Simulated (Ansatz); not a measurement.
# H7NSSi2 (built from SMILES N[SiH]([SiH3])S): a reaction path by the nudged elastic band

Aim: the minimum-energy path between two given structures and its highest point. Both ends were relaxed at PBE0-D4 in triple zeta. A second band with other settings follows.

Program: Ansatz 0.2.0, Gaussian basis. Level of theory: PBE0-D4/def2-SVP. These are calculated values, not measurements.

16 further runs of the same task are left out: 16 set aside as unsound or not needed.

## Step 1: Where the work starts

The first end: 11 atoms, charge 0, spin multiplicity 1.

Atoms are counted from 1 here; the program's logs count them from 0.

Bond lengths: Si1–N2 1.716 Å, Si1–S3 2.155 Å, Si1–H5 1.486 Å, Si1–Si6 2.341 Å, N2–H7 1.008 Å, N2–H8 1.008 Å, S3–H4 1.344 Å, Si6–H9 1.490 Å, Si6–H10 1.487 Å, Si6–H11 1.487 Å. Angles: N2–Si1–S3 117.4°, N2–Si1–H5 105.2°, N2–Si1–Si6 109.1°, S3–Si1–H5 108.2°, S3–Si1–Si6 104.1°, H5–Si1–Si6 113.1°, Si1–N2–H7 119.9°, Si1–N2–H8 120.3°, H7–N2–H8 111.0°, Si1–S3–H4 95.4°, Si1–Si6–H9 109.3°, Si1–Si6–H10 111.3°, Si1–Si6–H11 109.9°, H9–Si6–H10 108.7°, H9–Si6–H11 108.4°, H10–Si6–H11 109.2°.

Geometry (Å):

```mol
H7NSSi2
  3D, bonds by distance, orders not assigned

 11 10  0  0  0  0  0  0  0  0999 V2000
   -0.0482    0.3657   -0.4772 Si  0  0
    1.2330    1.2260    0.2735 N   0  0
    0.4722   -1.0290   -2.0357 S   0  0
    0.9054   -0.0960   -2.9010 H   0  0
   -0.9278    1.4103   -1.0630 H   0  0
   -1.1283   -0.9519    1.1278 Si  0  0
    1.5941    2.0635   -0.1551 H   0  0
    1.9591    0.7295    0.7652 H   0  0
   -0.1156   -1.7587    1.8641 H   0  0
   -2.1064   -1.8769    0.4972 H   0  0
   -1.8376   -0.0825    2.1042 H   0  0
  1  2  8  0
  1  3  8  0
  1  5  8  0
  1  6  8  0
  2  7  8  0
  2  8  8  0
  3  4  8  0
  6  9  8  0
  6 10  8  0
  6 11  8  0
M  END
```

The second end:

```xyz
11

Si   -0.3637    0.0227   -0.9515
N     1.2972    0.8925   -0.3405
S     0.2152   -1.1706   -2.4253
H     1.7083    1.3123   -1.1721
H    -1.0841    1.3153   -1.1898
Si   -1.1096   -0.8775    1.0878
H     1.2105    1.5962    0.3897
H     1.9340    0.1598   -0.0360
H    -0.1196   -1.8710    1.5910
H    -2.4214   -1.5497    0.9031
H    -1.2669    0.1701    2.1436
```

## Step 2: The band at PBE0-D4/def2-SVP

neb/in.yaml reads:

```yaml
crystal:
  periodic: [false, false, false]
  atoms:
    - {symbol: Si, position_ang: [-0.048188, 0.365737, -0.477161]}
    - {symbol: N, position_ang: [1.232956, 1.226028, 0.273467]}
    - {symbol: S, position_ang: [0.472232, -1.029032, -2.035725]}
    - {symbol: H, position_ang: [0.905423, -0.096002, -2.900977]}
    - {symbol: H, position_ang: [-0.927768, 1.410276, -1.063039]}
    - {symbol: Si, position_ang: [-1.128258, -0.951852, 1.127789]}
    - {symbol: H, position_ang: [1.594065, 2.063492, -0.155105]}
    - {symbol: H, position_ang: [1.959080, 0.729517, 0.765233]}
    - {symbol: H, position_ang: [-0.115575, -1.758698, 1.864105]}
    - {symbol: H, position_ang: [-2.106395, -1.876922, 0.497241]}
    - {symbol: H, position_ang: [-1.837571, -0.082544, 2.104170]}
basis:
  gaussian: {orbitals: def2-SVP}
hamiltonian: {xc: pbe0, dispersion: d4}
neb:
  images: 5
  climbing: true
  max_iterations: 40
  initial_path: idpp
  final_atoms:
    - {symbol: Si, position_ang: [-0.363749, 0.022674, -0.951536]}
    - {symbol: N, position_ang: [1.297198, 0.892484, -0.340464]}
    - {symbol: S, position_ang: [0.215209, -1.170592, -2.425264]}
    - {symbol: H, position_ang: [1.708266, 1.312306, -1.172143]}
    - {symbol: H, position_ang: [-1.084079, 1.315271, -1.189751]}
    - {symbol: Si, position_ang: [-1.109570, -0.877488, 1.087796]}
    - {symbol: H, position_ang: [1.210509, 1.596181, 0.389662]}
    - {symbol: H, position_ang: [1.934020, 0.159834, -0.035992]}
    - {symbol: H, position_ang: [-0.119587, -1.871031, 1.591007]}
    - {symbol: H, position_ang: [-2.421359, -1.549702, 0.903127]}
    - {symbol: H, position_ang: [-1.266858, 0.170063, 2.143559]}
```

Launch:

```sh
$ ansatz run in.yaml --threads 4 --pin off --events-out ev --progress --plain --max-ram 9574MiB
```

## Step 3: The band at Hartree-Fock/6-31G, other settings

Edit neb/in.yaml of step 2 so:

```diff
@@ -15,9 +15,9 @@
 basis:
-  gaussian: {orbitals: def2-SVP}
-hamiltonian: {xc: pbe0, dispersion: d4}
+  gaussian: {orbitals: 6-31G}
+hamiltonian: {xc: hf}
 neb:
-  images: 5
+  images: 4
   climbing: true
   max_iterations: 40
-  initial_path: idpp
+  initial_path: linear
   final_atoms:
```

What does the calculation give? Wanted: from earlier runs: barrier over the separately found saddle, CCSD(T)/def2-TZVPP.

The runs gave:

| quantity | value |
| --- | --- |
| PBE0-D4/def2-SVP, 16 iterations | highest 1.016 eV (image 3), last end +0.415 eV |
| Hartree-Fock/6-31G, 27 iterations | highest 1.297 eV (image 3), last end +0.160 eV |
| from earlier runs: barrier over the separately found saddle, CCSD(T)/def2-TZVPP | 1.246 eV |

The highest image lies 1.016 eV above the first end, and it climbed, so it estimates the saddle. The ends are not quite minima at this level (largest force component 0.28 eV/Å), so the heights are unreliable: relaxing the first end would lower it and raise the barrier above it. The highest image is 0.231 eV below the CCSD(T) barrier in triple zeta, which comes from separate runs on the saddle. The second band's highest image lies at 1.297 eV; the levels differ.
